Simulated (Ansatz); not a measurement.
# Ga13Sb14 wurtzite other sphere (Ga13Sb14H34+): a ladder of methods and basis sets

How do method and basis change the picture of Ga13Sb14 wurtzite other sphere (Ga13Sb14H34+) (singlet)?

Computed with Ansatz 0.2.0, Gaussian basis. Level: as each input shows.

Levels to be run: PBE-D4/def2-SVP, r2SCAN-D4/def2-SVP, B3LYP-D4/def2-SVP, r2SCAN-D4/def2-mTZVP.

2 further runs of the same task are left out: 1 for a known fault of the program, 1 set aside as unsound or not needed.

## (1) The relaxed structure

The geometry is that of the singlet, from an earlier relaxation (PBE-D4/def2-SVP).

61 atoms, charge 1, spin multiplicity 1.

Atoms are counted from 1 here; the program's logs count them from 0.

Bond lengths: Sb1–Ga2 2.724 Å, Sb1–Ga7 2.692 Å, Sb1–H28 1.715 Å, Sb1–H29 1.716 Å, Ga2–Sb3 2.679 Å, Ga2–Sb9 2.633 Å, Ga2–H30 1.576 Å, Sb3–Ga5 2.679 Å, Sb3–H31 1.715 Å, Sb3–H32 1.710 Å, Sb4–Ga5 2.724 Å, Sb4–Ga12 2.692 Å, Sb4–H33 1.716 Å, Sb4–H34 1.715 Å, Ga5–Sb14 2.633 Å, Ga5–H35 1.575 Å, Sb6–Ga7 2.692 Å, Sb6–Ga8 2.724 Å and more. Angles: Ga2–Sb1–Ga7 120.0°, Ga2–Sb1–H28 108.4°, Ga2–Sb1–H29 114.6°, Ga7–Sb1–H28 106.1°, Ga7–Sb1–H29 108.5°, H28–Sb1–H29 96.3°, Sb1–Ga2–Sb3 104.0°, Sb1–Ga2–Sb9 106.4°, Sb1–Ga2–H30 107.2°, Sb3–Ga2–Sb9 103.7°, Sb3–Ga2–H30 113.2°, Sb9–Ga2–H30 120.9°, Ga2–Sb3–Ga5 121.7°, Ga2–Sb3–H31 112.0°, Ga2–Sb3–H32 104.8°, Ga5–Sb3–H31 112.1°, Ga5–Sb3–H32 104.7°, H31–Sb3–H32 98.2° and more.

Sb takes a core potential in the def2 sets. No spin-orbit coupling is included. The ion is computed in the gas phase, without counter-ions or solvent.

PBE0-D4/def2-SVP was run before; its log isn't repeated, and its numbers join the tables.

## (2) PBE-D4/def2-SVP

start.molden holds the orbitals of an earlier run on this state, given as this run's starting guess.

Contents of in.yaml:

```yaml
crystal:
  periodic: [false, false, false]
  atoms:
    - {symbol: Sb, position_ang: [-1.983182, -3.755640, -2.247558]}
    - {symbol: Ga, position_ang: [-2.039575, -3.874559, 0.473499]}
    - {symbol: Sb, position_ang: [-4.177064, -2.405487, 1.144391]}
    - {symbol: Sb, position_ang: [-4.244732, 0.164016, -2.251734]}
    - {symbol: Ga, position_ang: [-4.375436, 0.179198, 0.469168]}
    - {symbol: Sb, position_ang: [1.985363, -3.755970, -2.244828]}
    - {symbol: Ga, position_ang: [0.002152, -2.435849, -3.498214]}
    - {symbol: Ga, position_ang: [2.035514, -3.875250, 0.476517]}
    - {symbol: Sb, position_ang: [-0.002334, -2.438078, 1.322650]}
    - {symbol: Ga, position_ang: [0.008613, -2.599046, 4.077470]}
    - {symbol: Sb, position_ang: [0.000659, -0.002743, -2.431933]}
    - {symbol: Ga, position_ang: [-2.103983, 1.215961, -3.500125]}
    - {symbol: Ga, position_ang: [-0.000245, -0.002701, 0.250426]}
    - {symbol: Sb, position_ang: [-2.109762, 1.216497, 1.320510]}
    - {symbol: Sb, position_ang: [-0.000502, 0.000306, 4.665641]}
    - {symbol: Ga, position_ang: [-2.254822, 1.293751, 4.074699]}
    - {symbol: Sb, position_ang: [-2.260129, 3.594221, -2.247071]}
    - {symbol: Ga, position_ang: [-2.337849, 3.699532, 0.474260]}
    - {symbol: Sb, position_ang: [4.173769, -2.408010, 1.148948]}
    - {symbol: Sb, position_ang: [4.245144, 0.161933, -2.247952]}
    - {symbol: Ga, position_ang: [2.106495, 1.214760, -3.499259]}
    - {symbol: Ga, position_ang: [4.374100, 0.176418, 0.473188]}
    - {symbol: Sb, position_ang: [2.108734, 1.216260, 1.322105]}
    - {symbol: Ga, position_ang: [2.249988, 1.300738, 4.076504]}
    - {symbol: Sb, position_ang: [2.259634, 3.593388, -2.247288]}
    - {symbol: Ga, position_ang: [2.337745, 3.698473, 0.473833]}
    - {symbol: Sb, position_ang: [0.000204, 4.819133, 1.148818]}
    - {symbol: H, position_ang: [-1.948816, -5.357432, -2.859375]}
    - {symbol: H, position_ang: [-3.472771, -3.309879, -2.972656]}
    - {symbol: H, position_ang: [-2.181319, -5.392400, 0.871331]}
    - {symbol: H, position_ang: [-5.644910, -3.253881, 0.886878]}
    - {symbol: H, position_ang: [-4.190182, -2.410810, 2.854545]}
    - {symbol: H, position_ang: [-4.614461, -1.346138, -2.977009]}
    - {symbol: H, position_ang: [-5.609050, 1.004100, -2.863166]}
    - {symbol: H, position_ang: [-5.758153, 0.821446, 0.866388]}
    - {symbol: H, position_ang: [1.950445, -5.357343, -2.857581]}
    - {symbol: H, position_ang: [3.476225, -3.311203, -2.968113]}
    - {symbol: H, position_ang: [0.003016, -2.577132, -5.065421]}
    - {symbol: H, position_ang: [2.176544, -5.393232, 0.874188]}
    - {symbol: H, position_ang: [-1.387593, -3.283492, 4.364350]}
    - {symbol: H, position_ang: [1.415672, -3.267835, 4.349872]}
    - {symbol: H, position_ang: [-2.223313, 1.288094, -5.067534]}
    - {symbol: H, position_ang: [-0.001581, 0.000943, 6.386120]}
    - {symbol: H, position_ang: [-3.538719, 0.413283, 4.352236]}
    - {symbol: H, position_ang: [-2.145605, 2.845877, 4.356772]}
    - {symbol: H, position_ang: [-3.670950, 4.355579, -2.856280]}
    - {symbol: H, position_ang: [-1.138260, 4.669964, -2.973340]}
    - {symbol: H, position_ang: [-3.584728, 4.576898, 0.871388]}
    - {symbol: H, position_ang: [5.640637, -3.257270, 0.888680]}
    - {symbol: H, position_ang: [4.188577, -2.414098, 2.859064]}
    - {symbol: H, position_ang: [4.615429, -1.347794, -2.973825]}
    - {symbol: H, position_ang: [5.610443, 1.002011, -2.857199]}
    - {symbol: H, position_ang: [2.227141, 1.285226, -5.066624]}
    - {symbol: H, position_ang: [5.757160, 0.818023, 0.870421]}
    - {symbol: H, position_ang: [3.536606, 0.425263, 4.357354]}
    - {symbol: H, position_ang: [2.135651, 2.853288, 4.354252]}
    - {symbol: H, position_ang: [1.131635, 4.664165, -2.971350]}
    - {symbol: H, position_ang: [3.666150, 4.360922, -2.858654]}
    - {symbol: H, position_ang: [3.584806, 4.575678, 0.870751]}
    - {symbol: H, position_ang: [0.000393, 4.834173, 2.859020]}
    - {symbol: H, position_ang: [0.000479, 6.514356, 0.890153]}
basis:
  gaussian: {orbitals: def2-SVP, fitting: {mean_field: def2-universal-jkfit}, initial_orbitals: start.molden}
total_charge: 1
hamiltonian: {xc: pbe, dispersion: d4}
scf: {omitted_lower_state_checks: [starts]}
output: {orbitals: {seedname: orbitals}}
```

Command:

```console
> ansatz run in.yaml --threads 10 --pin off --events-out ev --progress --plain --max-ram 110592MiB --backend cuda --devices 0, --max-vram 75GiB
```

What it wrote:

```text
Functional definition: PBE
  name "PBE"
  cite "Perdew, Burke & Ernzerhof, Phys. Rev. Lett. 77, 3865 (1996) doi:10.1103/PhysRevLett.77.3865"
  parent pbe
  parameter kappa = 0.804
  parameter beta = 0.06672455060314922
  exchange = pbe_x(kappa = kappa, mu = beta*pi^2/3)
  correlation = pbe_c(beta = beta)
these checks for a lower state are left out or cut short: starts
7122 factors; integrals over basis functions are off by at most 3.4e-1 eV
mean field evaluation 1: about -772808.2828 eV, gradient 2.0e1 eV
mean field evaluation 2: about -772809.3659 eV, gradient 1.0e0 eV
mean field evaluation 4: about -772809.3819 eV, gradient 1.0e-1 eV
mean field evaluation 8: about -772809.3819 eV, gradient 1.9e-5 eV
mean field -772809.38189892 eV, -28400.2209557722 hartree, gradient 1.9e-5 eV, S^2 0.000000; 0 other end points of the search recorded, 0 dependent functions left out
reference -772809.38202699 eV, -28400.2209604786 hartree; 379, 379 occupied and 571, 571 virtual orbitals, 7122 factors
Total energy: -772815.61560094 eV, -28400.4500400960 hartree
Checks for a lower state left out: starts
```

Wall time 6 s (1 × H100 with 10 threads of AMD EPYC 7R13, shared host); peak host memory 1.8 GiB.

HOMO -7.70 eV, LUMO -5.40 eV.

## (3) r2SCAN-D4/def2-SVP

Changes to in.yaml since step 2:

```diff
@@ -67,4 +67,4 @@
 total_charge: 1
-hamiltonian: {xc: pbe, dispersion: d4}
+hamiltonian: {xc: r2scan, dispersion: d4}
 scf: {omitted_lower_state_checks: [starts]}
-output: {orbitals: {seedname: orbitals}}
+output: {forces: true, orbitals: {seedname: orbitals}}
```

Launched as before.

What it wrote:

```text
Functional definition: r2SCAN
  name "r2SCAN"
  cite "Furness, Kaplan, Ning, Perdew & Sun, J. Phys. Chem. Lett. 11, 8208 (2020) doi:10.1021/acs.jpclett.0c02405"
  cite "Furness, Kaplan, Ning, Perdew & Sun, J. Phys. Chem. Lett. 11, 9248 (2020) doi:10.1021/acs.jpclett.0c03077"
  parent r2scan
  parameter k0 = 0.174
  parameter k1 = 0.065
  parameter a1 = 4.9479
  exchange = r2scan_x(k0 = k0, k1 = k1, a1 = a1)
  correlation = r2scan_c
these checks for a lower state are left out or cut short: starts
7122 factors; integrals over basis functions are off by at most 3.4e-1 eV
mean field evaluation 1: about -772950.5931 eV, gradient 1.3e1 eV
mean field evaluation 2: about -772951.0533 eV, gradient 4.1e-1 eV
mean field evaluation 4: about -772951.0349 eV, gradient 1.5e-3 eV
mean field -772951.03487982 eV, -28405.4266068045 hartree, gradient 1.1e-5 eV, S^2 0.000000; 0 other end points of the search recorded, 0 dependent functions left out
the calculation of the forces begins
reference -772951.03491791 eV, -28405.4266082043 hartree; 379, 379 occupied and 571, 571 virtual orbitals, 7122 factors
Total energy: -772952.79148424 eV, -28405.4911608262 hartree
Atom 0 at    -1.983182    -3.755640    -2.247558 Å, force    -0.128982    -0.144279    -0.177753 eV/Å
Atom 1 at    -2.039575    -3.874559     0.473499 Å, force    -0.029268    -0.090359     0.039864 eV/Å
Atom 2 at    -4.177064    -2.405487     1.144391 Å, force    -0.154416    -0.090141     0.152946 eV/Å
Atom 3 at    -4.244732     0.164016    -2.251734 Å, force    -0.189223    -0.038894    -0.178269 eV/Å
Atom 4 at    -4.375436     0.179198     0.469168 Å, force    -0.092569     0.017588     0.040635 eV/Å
Atom 5 at     1.985363    -3.755970    -2.244828 Å, force     0.128821    -0.144186    -0.178885 eV/Å
Atom 6 at     0.002152    -2.435849    -3.498214 Å, force    -0.000157    -0.033627    -0.072534 eV/Å
Atom 7 at     2.035514    -3.875250     0.476517 Å, force     0.030201    -0.090725     0.039170 eV/Å
Atom 8 at    -0.002334    -2.438078     1.322650 Å, force     0.001353    -0.115830    -0.043450 eV/Å
Atom 9 at     0.008613    -2.599046     4.077470 Å, force     0.000862    -0.055521     0.027569 eV/Å
Atom 10 at     0.000659    -0.002743    -2.431933 Å, force     0.000132     0.000698    -0.159086 eV/Å
Atom 11 at    -2.103983     1.215961    -3.500125 Å, force    -0.029516     0.018066    -0.072668 eV/Å
Atom 12 at    -0.000245    -0.002701     0.250426 Å, force     0.000328     0.001127     0.071199 eV/Å
Atom 13 at    -2.109762     1.216497     1.320510 Å, force    -0.101923     0.060196    -0.045992 eV/Å
Atom 14 at    -0.000502     0.000306     4.665641 Å, force     0.000015     0.000120     0.218456 eV/Å
Atom 15 at    -2.254822     1.293751     4.074699 Å, force    -0.046360     0.027588     0.028563 eV/Å
Atom 16 at    -2.260129     3.594221    -2.247071 Å, force    -0.062709     0.182443    -0.177836 eV/Å
Atom 17 at    -2.337849     3.699532     0.474260 Å, force    -0.062743     0.071429     0.039438 eV/Å
Atom 18 at     4.173769    -2.408010     1.148948 Å, force     0.154028    -0.088769     0.152173 eV/Å
Atom 19 at     4.245144     0.161933    -2.247952 Å, force     0.189683    -0.038450    -0.178031 eV/Å
Atom 20 at     2.106495     1.214760    -3.499259 Å, force     0.030120     0.016708    -0.072006 eV/Å
Atom 21 at     4.374100     0.176418     0.473188 Å, force     0.093171     0.017821     0.040490 eV/Å
Atom 22 at     2.108734     1.216260     1.322105 Å, force     0.100767     0.059494    -0.046041 eV/Å
Atom 23 at     2.249988     1.300738     4.076504 Å, force     0.047315     0.026963     0.027944 eV/Å
Atom 24 at     2.259634     3.593388    -2.247288 Å, force     0.061082     0.183085    -0.177624 eV/Å
Atom 25 at     2.337745     3.698473     0.473833 Å, force     0.063238     0.071439     0.039937 eV/Å
Atom 26 at     0.000204     4.819133     1.148818 Å, force     0.000349     0.178461     0.153848 eV/Å
Atom 27 at    -1.948816    -5.357432    -2.859375 Å, force     0.003942     0.197956     0.086132 eV/Å
Atom 28 at    -3.472771    -3.309879    -2.972656 Å, force     0.198407    -0.072465     0.096611 eV/Å
Atom 29 at    -2.181319    -5.392400     0.871331 Å, force     0.023670     0.208047    -0.050626 eV/Å
Atom 30 at    -5.644910    -3.253881     0.886878 Å, force     0.185949     0.107733     0.028991 eV/Å
Atom 31 at    -4.190182    -2.410810     2.854545 Å, force    -0.000867    -0.001382    -0.223483 eV/Å
Atom 32 at    -4.614461    -1.346138    -2.977009 Å, force     0.039025     0.207516     0.096890 eV/Å
Atom 33 at    -5.609050     1.004100    -2.863166 Å, force     0.171784    -0.095461     0.086323 eV/Å
Atom 34 at    -5.758153     0.821446     0.866388 Å, force     0.191099    -0.085529    -0.050418 eV/Å
Atom 35 at     1.950445    -5.357343    -2.857581 Å, force    -0.004081     0.197123     0.086201 eV/Å
Atom 36 at     3.476225    -3.311203    -2.968113 Å, force    -0.199581    -0.072537     0.097169 eV/Å
Atom 37 at     0.003016    -2.577132    -5.065421 Å, force    -0.000300     0.029915     0.209486 eV/Å
Atom 38 at     2.176544    -5.393232     0.874188 Å, force    -0.023960     0.208144    -0.050740 eV/Å
Atom 39 at    -1.387593    -3.283492     4.364350 Å, force     0.189875     0.079747    -0.021146 eV/Å
Atom 40 at     1.415672    -3.267835     4.349872 Å, force    -0.191989     0.077657    -0.018571 eV/Å
Atom 41 at    -2.223313     1.288094    -5.067534 Å, force     0.025079    -0.015211     0.209842 eV/Å
Atom 42 at    -0.001581     0.000943     6.386120 Å, force     0.000263    -0.000145    -0.210236 eV/Å
Atom 43 at    -3.538719     0.413283     4.352236 Å, force     0.162354     0.126250    -0.019884 eV/Å
Atom 44 at    -2.145605     2.845877     4.356772 Å, force    -0.026630    -0.204848    -0.019992 eV/Å
Atom 45 at    -3.670950     4.355579    -2.856280 Å, force     0.169734    -0.100623     0.085730 eV/Å
Atom 46 at    -1.138260     4.669964    -2.973340 Å, force    -0.160708    -0.136853     0.096535 eV/Å
Atom 47 at    -3.584728     4.576898     0.871388 Å, force     0.169164    -0.122829    -0.050741 eV/Å
Atom 48 at     5.640637    -3.257270     0.888680 Å, force    -0.186035     0.107967     0.030282 eV/Å
Atom 49 at     4.188577    -2.414098     2.859064 Å, force     0.001228    -0.001425    -0.224222 eV/Å
Atom 50 at     4.615429    -1.347794    -2.973825 Å, force    -0.038843     0.207642     0.096876 eV/Å
Atom 51 at     5.610443     1.002011    -2.857199 Å, force    -0.171814    -0.095347     0.085868 eV/Å
Atom 52 at     2.227141     1.285226    -5.066624 Å, force    -0.025146    -0.014677     0.209817 eV/Å
Atom 53 at     5.757160     0.818023     0.870421 Å, force    -0.191634    -0.085691    -0.050170 eV/Å
Atom 54 at     3.536606     0.425263     4.357354 Å, force    -0.163460     0.126053    -0.020065 eV/Å
Atom 55 at     2.135651     2.853288     4.354252 Å, force     0.027042    -0.204313    -0.019655 eV/Å
Atom 56 at     1.131635     4.664165    -2.971350 Å, force     0.161653    -0.135993     0.096026 eV/Å
Atom 57 at     3.666150     4.360922    -2.858654 Å, force    -0.169638    -0.101529     0.085689 eV/Å
Atom 58 at     3.584806     4.575678     0.870751 Å, force    -0.169000    -0.122867    -0.050602 eV/Å
Atom 59 at     0.000393     4.834173     2.859020 Å, force    -0.000101     0.000887    -0.225042 eV/Å
Atom 60 at     0.000479     6.514356     0.890153 Å, force    -0.000080    -0.215360     0.029067 eV/Å
Dipole moment:    -0.001367     0.000615    -2.042945 e Å
Checks for a lower state left out: starts
```

Run time: 9 s. Hardware: 1 × H100 with 10 threads of AMD EPYC 7R13, shared host; peak host memory 2 GiB.

Report: HOMO -7.92 eV, LUMO -5.36 eV.

## (4) B3LYP-D4/def2-SVP

Changes to in.yaml since step 3:

```diff
@@ -67,3 +67,3 @@
 total_charge: 1
-hamiltonian: {xc: r2scan, dispersion: d4}
+hamiltonian: {xc: {name: B3LYP}, dispersion: d4}
 scf: {omitted_lower_state_checks: [starts]}
```

Same command.

What it wrote, cut to the lines that bear on the results:

```text
Functional definition: B3LYP
  name "B3LYP"
  cite "Stephens, Devlin, Chabalowski & Frisch, J. Phys. Chem. 98, 11623 (1994) doi:10.1021/j100096a001"
  cite "Becke, Phys. Rev. A 38, 3098 (1988) doi:10.1103/PhysRevA.38.3098"
  cite "Lee, Yang & Parr, Phys. Rev. B 37, 785 (1988) doi:10.1103/PhysRevB.37.785"
  cite "Vosko, Wilk & Nusair, Can. J. Phys. 58, 1200 (1980) doi:10.1139/p80-159"
[...]
7122 factors; integrals over basis functions are off by at most 3.4e-1 eV
[...]
mean field -772962.39416024 eV, -28405.8440526604 hartree, gradient 8.3e-6 eV, S^2 0.000000; 0 other end points of the search recorded, 0 dependent functions left out
[...]
reference -772962.39498355 eV, -28405.8440829165 hartree; 379, 379 occupied and 571, 571 virtual orbitals, 7122 factors
Total energy: -772972.61617872 eV, -28406.2197049106 hartree
[...]
Atom 52 at     2.227141     1.285226    -5.066624 Å, force    -0.018889    -0.011005     0.117293 eV/Å
Atom 53 at     5.757160     0.818023     0.870421 Å, force    -0.109358    -0.049519    -0.032209 eV/Å
Atom 54 at     3.536606     0.425263     4.357354 Å, force    -0.084672     0.071152    -0.010787 eV/Å
Atom 55 at     2.135651     2.853288     4.354252 Å, force     0.018834    -0.108475    -0.010614 eV/Å
Atom 56 at     1.131635     4.664165    -2.971350 Å, force     0.113071    -0.117900     0.091193 eV/Å
Atom 57 at     3.666150     4.360922    -2.858654 Å, force    -0.123958    -0.084160     0.070951 eV/Å
Atom 58 at     3.584806     4.575678     0.870751 Å, force    -0.096562    -0.069688    -0.032675 eV/Å
Atom 59 at     0.000393     4.834173     2.859020 Å, force    -0.000022    -0.009678    -0.172879 eV/Å
Atom 60 at     0.000479     6.514356     0.890153 Å, force    -0.000078    -0.166659     0.013411 eV/Å
Dipole moment:    -0.001328     0.000352    -2.002567 e Å
Checks for a lower state left out: starts
```

Wall time 19 s (1 × H100 with 10 threads of AMD EPYC 7R13, shared host); peak host memory 13 GiB.

From the report: HOMO -8.39 eV, LUMO -4.92 eV.

## (5) r2SCAN-D4/def2-mTZVP

Changes to in.yaml since step 4:

```diff
@@ -65,6 +65,6 @@
 basis:
-  gaussian: {orbitals: def2-SVP, fitting: {mean_field: def2-universal-jkfit}, initial_orbitals: start.molden}
+  gaussian: {orbitals: def2-mTZVP, fitting: {mean_field: def2-universal-jkfit}, initial_orbitals: start.molden}
 total_charge: 1
-hamiltonian: {xc: {name: B3LYP}, dispersion: d4}
+hamiltonian: {xc: r2scan, dispersion: d4}
 scf: {omitted_lower_state_checks: [starts]}
-output: {forces: true, orbitals: {seedname: orbitals}}
+output: {orbitals: {seedname: orbitals}}
```

Launched as before.

What it wrote, cut to the lines that bear on the results:

```text
Functional definition: r2SCAN
  name "r2SCAN"
  cite "Furness, Kaplan, Ning, Perdew & Sun, J. Phys. Chem. Lett. 11, 8208 (2020) doi:10.1021/acs.jpclett.0c02405"
  cite "Furness, Kaplan, Ning, Perdew & Sun, J. Phys. Chem. Lett. 11, 9248 (2020) doi:10.1021/acs.jpclett.0c03077"
  parent r2scan
[...]
7122 factors; integrals over basis functions are off by at most 6.9e-1 eV
[...]
mean field -773037.36373297 eV, -28408.5991336420 hartree, gradient 1.4e-5 eV, S^2 0.000000; 0 other end points of the search recorded, 0 dependent functions left out
reference -773037.36378102 eV, -28408.5991354078 hartree; 379, 379 occupied and 695, 695 virtual orbitals, 7122 factors
Total energy: -773039.12034735 eV, -28408.6636880297 hartree
Checks for a lower state left out: starts
```

Run time: 8.5 s. Hardware: 1 × H100 with 10 threads of AMD EPYC 7R13, shared host; peak host memory 1.9 GiB.

Report: HOMO -7.97 eV, LUMO -5.43 eV.

## (6) Comparison

| level | functions | HOMO (eV) | LUMO (eV) | gap (eV) | time |
| --- | --- | --- | --- | --- | --- |
| PBE-D4/def2-SVP | 950 | -7.70 | -5.40 | 2.30 | 6 s |
| r2SCAN-D4/def2-SVP | 950 | -7.92 | -5.36 | 2.56 | 9 s |
| r2SCAN-D4/def2-mTZVP | 1074 | -7.97 | -5.43 | 2.54 | 8.5 s |
| B3LYP-D4/def2-SVP | 950 | -8.39 | -4.92 | 3.47 | 19 s |
| PBE0-D4/def2-SVP | 950 | -8.58 | -4.83 | 3.75 | 13 s |

## (7) Results

```
                                                quantity                                value
gap in def2-SVP, named functionals, smallest and largest  2.30 eV (PBE-D4), 3.75 eV (PBE0-D4)
```

What this shows: Over the named functionals in def2-SVP the gap runs from 2.30 eV (PBE-D4) to 3.75 eV (PBE0-D4); exact exchange widens it.

The slowest run with a step of its own, B3LYP-D4/def2-SVP, took 19 s; the quickest functional in def2-SVP took 6 s (shared host).
